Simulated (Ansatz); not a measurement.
# C2H5NSi: small, medium and large basis sets

How large a basis does C2H5NSi need? Two functionals are run in growing sets.

Method: one geometry, several basis sets; program: Ansatz 0.2.0, Gaussian basis.

Plan: PBE0-D4/def2-SVP; ωB97M-V/def2-SVP; PBE0-D4/def2-QZVPP; ωB97M-V/def2-QZVPP; the functionals' def2-TZVPP values are taken from earlier runs.

**1. The geometry**

All runs share one geometry, relaxed beforehand with PBE0-D4 in a triple-zeta def2 set.

9 atoms, charge 0, spin multiplicity 1.

Atoms are counted from 1 here; the program's logs count them from 0.

Bond lengths: Si1–C2 1.869 Å, Si1–H5 1.489 Å, Si1–H6 1.486 Å, Si1–H7 1.487 Å, C2–C3 1.453 Å, C2–N4 1.561 Å, C2–H8 1.091 Å, C3–N4 1.241 Å, C3–H9 1.083 Å. Angles: C2–Si1–H5 109.8°, C2–Si1–H6 108.9°, C2–Si1–H7 110.8°, H5–Si1–H6 109.4°, H5–Si1–H7 108.3°, H6–Si1–H7 109.6°, Si1–C2–C3 123.5°, Si1–C2–N4 118.4°, Si1–C2–H8 117.3°, C3–C2–N4 48.5°, C3–C2–H8 116.6°, N4–C2–H8 113.5°, C2–C3–N4 70.3°, C2–C3–H9 150.3°, N4–C3–H9 139.4°, C2–N4–C3 61.2°.

**2. PBE0-D4 in def2-SVP**

Input file in.yaml:

```yaml
crystal:
  periodic: [false, false, false]
  atoms:
    - {symbol: Si, position_ang: [-0.493321, 0.904974, -0.752896]}
    - {symbol: C, position_ang: [0.326393, -0.645048, -0.106496]}
    - {symbol: C, position_ang: [0.442887, -0.960599, 1.307319]}
    - {symbol: N, position_ang: [1.516090, -0.495381, 0.892457]}
    - {symbol: H, position_ang: [-1.833969, 0.573222, -1.308825]}
    - {symbol: H, position_ang: [-0.647884, 1.871308, 0.365692]}
    - {symbol: H, position_ang: [0.319871, 1.521054, -1.834381]}
    - {symbol: H, position_ang: [0.447261, -1.474664, -0.804340]}
    - {symbol: H, position_ang: [0.011172, -1.341167, 2.224469]}
basis:
  gaussian: {orbitals: def2-SVP}
hamiltonian: {xc: pbe0, dispersion: d4}
output: {orbitals: {seedname: orbitals}}
```

Command:

```sh
$ ansatz run in.yaml --threads 2 --pin off --events-out ev --progress --plain --max-ram 4352MiB
```

Further steps of the session: ωB97M-V in def2-SVP; PBE0-D4 in def2-QZVPP; ωB97M-V in def2-QZVPP.

Before running them: what should the planned runs give, taken together? Wanted: PBE0-D4: double and triple zeta above quadruple; ωB97M-V: double and triple zeta above quadruple.

The runs gave:

| quantity | value |
| --- | --- |
| PBE0-D4: double and triple zeta above quadruple | 7.27, 0.47 eV |
| ωB97M-V: double and triple zeta above quadruple | 7.44, 0.43 eV |

What this shows: For PBE0-D4 the step from double to triple zeta gains 6.81 eV and the next only 0.47 eV. These are total energies; as a rule much of such shifts cancels in differences, which this series doesn't test. The LUMO of ωB97M-V is positive and keeps falling with the basis (1.76 to 1.23 eV): an unbound level that the basis holds in place.
